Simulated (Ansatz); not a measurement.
# BH₆NSiTe: basis-set convergence

One table from this session's results is given with a row withheld; the runs are named, their logs left out.

Program: Ansatz 0.2.0, Gaussian basis. Level of theory: one geometry, several basis sets. These are calculated values, not measurements.

The runs, in order: PBE0-D4/def2-SVP; ωB97M-V/def2-SVP; PBE0-D4/def2-QZVPP; ωB97M-V/def2-QZVPP; the functionals' def2-TZVPP values are taken from earlier runs.

### The relaxed structure

All runs share one geometry, relaxed beforehand with PBE0-D4 in a triple-zeta def2 set. Te takes the def2 core potential; no spin-orbit term is included.

SMILES `B[Te][SiH2]N`, 10 atoms, charge 0, spin multiplicity 1.

Atoms are counted from 1 here; the program's logs count them from 0.

Bond lengths: B1–Te2 2.101 Å, B1–H5 1.192 Å, B1–H6 1.192 Å, Te2–Si3 2.540 Å, Si3–N4 1.711 Å, Si3–H7 1.483 Å, Si3–H8 1.483 Å, N4–H9 1.008 Å, N4–H10 1.008 Å. Angles: Te2–B1–H5 120.8°, Te2–B1–H6 116.8°, H5–B1–H6 122.4°, B1–Te2–Si3 97.1°, Te2–Si3–N4 116.2°, Te2–Si3–H7 106.3°, Te2–Si3–H8 106.5°, N4–Si3–H7 108.6°, N4–Si3–H8 108.4°, H7–Si3–H8 110.8°, Si3–N4–H9 119.0°, Si3–N4–H10 118.9°, H9–N4–H10 110.2°.

Set-up of the first run:

Contents of in.yaml:

```yaml
crystal:
  periodic: [false, false, false]
  atoms:
    - {symbol: B, position_ang: [-1.577531, 1.317345, -0.722503]}
    - {symbol: Te, position_ang: [-1.807487, -0.770639, -0.678667]}
    - {symbol: Si, position_ang: [0.487921, -1.319739, 0.261224]}
    - {symbol: N, position_ang: [1.496746, 0.014485, 0.618972]}
    - {symbol: H, position_ang: [-0.565040, 1.827105, -0.355511]}
    - {symbol: H, position_ang: [-2.501928, 1.951128, -1.127238]}
    - {symbol: H, position_ang: [0.254165, -2.083005, 1.511011]}
    - {symbol: H, position_ang: [1.166820, -2.162677, -0.752497]}
    - {symbol: H, position_ang: [1.253735, 0.617439, 1.389923]}
    - {symbol: H, position_ang: [1.875799, 0.557258, -0.141715]}
basis:
  gaussian: {orbitals: def2-SVP}
hamiltonian: {xc: pbe0, dispersion: d4}
output: {orbitals: {seedname: orbitals}}
```

Among the steps run: PBE0-D4 in def2-SVP; ωB97M-V in def2-SVP; PBE0-D4 in def2-QZVPP; ωB97M-V in def2-QZVPP.

One table of the session follows, with a row left open; its other results are not shown here.

It belongs to the step «Density functionals: the series». 

```
functional       basis  HOMO (eV)  LUMO (eV)
   PBE0-D4    def2-SVP      -6.86      -1.49
   PBE0-D4  def2-TZVPP          ?          ?
   PBE0-D4  def2-QZVPP      -6.94      -1.61
   ωB97M-V    def2-SVP      -8.82       0.48
   ωB97M-V  def2-TZVPP      -8.92       0.26
   ωB97M-V  def2-QZVPP      -8.94       0.20
```

Estimate the missing values for PBE0-D4, def2-TZVPP.

The run gave: HOMO (eV): -6.93; LUMO (eV): -1.59. In the column «HOMO (eV)» it lies between PBE0-D4, def2-QZVPP (-6.94) and PBE0-D4, def2-SVP (-6.86).
